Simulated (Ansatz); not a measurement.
# MoSeS: how the settings move a single-point run

Aim: see which settings change the result for MoSeS, by how much, and at what cost.

Program: Ansatz 0.2.0. Level of theory: reference: DFT, HSE06, plane waves, PAW. These are calculated values, not measurements.

**1. The starting structure**

It takes space group P-3m1 (No. 164, trigonal). Conventional cell: a = 3.241 Å, b = 3.241 Å, c = 12.872 Å, α = 90.00°, β = 90.00°, γ = 120.00°. Mo (site symmetry 3m) has 3 S at 2.41 Å and 3 Se at 2.52 Å as nearest neighbours. Around Se (site symmetry 3m) lie 3 Mo at 2.52 Å. S (site symmetry 3m) is surrounded by 3 Mo at 2.41 Å.

Coordinates:

```cif
data_structure
_symmetry_space_group_name_H-M 'P-3m1'
_symmetry_Int_Tables_number 164
_cell_length_a 3.2415
_cell_length_b 3.2415
_cell_length_c 12.8719
_cell_angle_alpha 90.000
_cell_angle_beta 90.000
_cell_angle_gamma 120.000
_cell_volume 117.13
loop_
_atom_site_label
_atom_site_type_symbol
_atom_site_symmetry_multiplicity
_atom_site_Wyckoff_symbol
_atom_site_fract_x
_atom_site_fract_y
_atom_site_fract_z
_atom_site_occupancy
Mo1 Mo 2 c 0.00000 0.00000 0.26252 1
Se1 Se 2 d 0.66667 0.33333 0.86874 1
S1 S 2 d 0.33333 0.66667 0.38065 1
```

**2. Baseline**

input.yaml

```yaml
crystal:
  lattice:
    - [3.2414956821, 0.0, 0.0]
    - [-1.620747841, 2.807217607, 0.0]
    - [0.0, 0.0, 12.8718520875]
  atoms:
    - { symbol: Mo, position: [0.0, 0.0, 0.2625184938] }
    - { symbol: Mo, position: [0.0, 0.0, 0.7374815062] }
    - { symbol: Se, position: [0.6666666667, 0.3333333333, 0.8687443065] }
    - { symbol: Se, position: [0.3333333333, 0.6666666667, 0.1312556935] }
    - { symbol: S, position: [0.3333333333, 0.6666666667, 0.3806468592] }
    - { symbol: S, position: [0.6666666667, 0.3333333333, 0.6193531408] }
kpoints:
  mp_grid: { grid: [6, 6, 2] }
hamiltonian:
  xc: hse06
scf:
  occupations: { method: fixed }
  n_extra_bands: 5
output:
  forces: true
  stress: true
  eigenvalues: true
  write_density: true
  write_potential: true
  elf: true
  volumetric_format: npy
```

Run with:

```
$ ansatz run input.yaml --threads 4 --pin off --max-ram 4608MiB --backend cpu --events-out ev --progress --plain --runs-dir out
```

**3. Variant: occupations.method fermi_dirac, occupations.width 0.2**

input.yaml, as its differences from that of step 2:

```diff
@@ -17,3 +17,3 @@
 scf:
-  occupations: { method: fixed }
+  occupations: { method: fermi_dirac, width: 0.2 }
   n_extra_bands: 5
@@ -23,5 +23 @@
   eigenvalues: true
-  write_density: true
-  write_potential: true
-  elf: true
-  volumetric_format: npy
```

Before running it: what results should come out? Wanted: for each run, ending; energy change; pressure; gap; force.

The runs gave:

| run | ending | energy change | pressure (GPa) | gap (eV) | force (eV/Å) | cycles | time |
| --- | --- | --- | --- | --- | --- | --- | --- |
| reference | converged | 0 | -2.0 | 1.31 | 0.38 | 26 | 65 s |
| 1: occupations.method fermi_dirac, occupations.width 0.2 | converged | +0.9 meV/atom (σ→0) | -2.0 | 1.30 | 0.39 | 35 | 67 s |

Times don't compare one to one where runs were asked for different outputs or read a saved state (see the inputs); cycles may leave out searches for a lower state.

Residual by cycle in the longest SCF loop of each run; runs are numbered as in the table. The quantity is the density residual dr2, in eV.

| cycle | reference | run 1 |
| --- | --- | --- |
| 1 | 1.3e-5 | 0.187 |
| 2 | 1.3e-6 | 4.04 |
| 3 | 5.9e-7 | 0.0168 |
| 4 | 3.5e-7 | 0.0152 |
| 5 | 1.2e-7 | 2.0e-4 |
| 6 | 2.8e-8 | 6.8e-5 |
| 7 | 5.9e-9 | 2.5e-6 |
| 8 | 8.8e-10 | 5.9e-7 |
| 9 | - | 3.9e-8 |
| 10 | - | 3.2e-9 |
| 11 | - | 1.9e-9 |
| 12 | - | 8.2e-10 |

Changing the smearing moves the energy by +0.9 meV/atom (σ→0 values).
